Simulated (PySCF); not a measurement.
# C4H4FNO: the cost of one run

Computed with PySCF 2.14.0 and routines of our own; the level stands in each step. Atoms count from 0.

## 1. The starting structure

11 atoms, charge 0, multiplicity 1; geometry from: GFN2-xTB.

## 2. Optimising the geometry at PBE0-D3(BJ)/def2-SVP

The job: settings as JSON, then the geometry in Å.

```
{"job": {"xc": "PBE0", "basis": "def2-SVP", "d3": "d3bj", "grid": 1, "kind": "geom"}, "charge": 0, "multiplicity": 1}
N      2.856825     0.936163     0.478408
C      1.826821     0.738834     0.026532
C      0.516373     0.456946    -0.514235
O     -0.539538     1.229685     0.071244
C     -1.279882     0.064180     0.440872
C     -0.141928    -0.847450    -0.021058
F     -0.460370    -1.733747    -1.004999
H      0.533364     0.549426    -1.608745
H     -2.190603    -0.041423    -0.154752
H     -1.515560     0.043546     1.506099
H      0.399923    -1.393489     0.754671
```

On the command line:

```sh
OMP_NUM_THREADS=1 python excited_run.py task.json out
```

The driver reads the jobs from task.json and runs them one after another.

**Question.** How long does this first job take on 1 thread of Arm Neoverse N1, shared host, and how much memory does it need?

About 42 s, with a peak of 0.52 GiB.
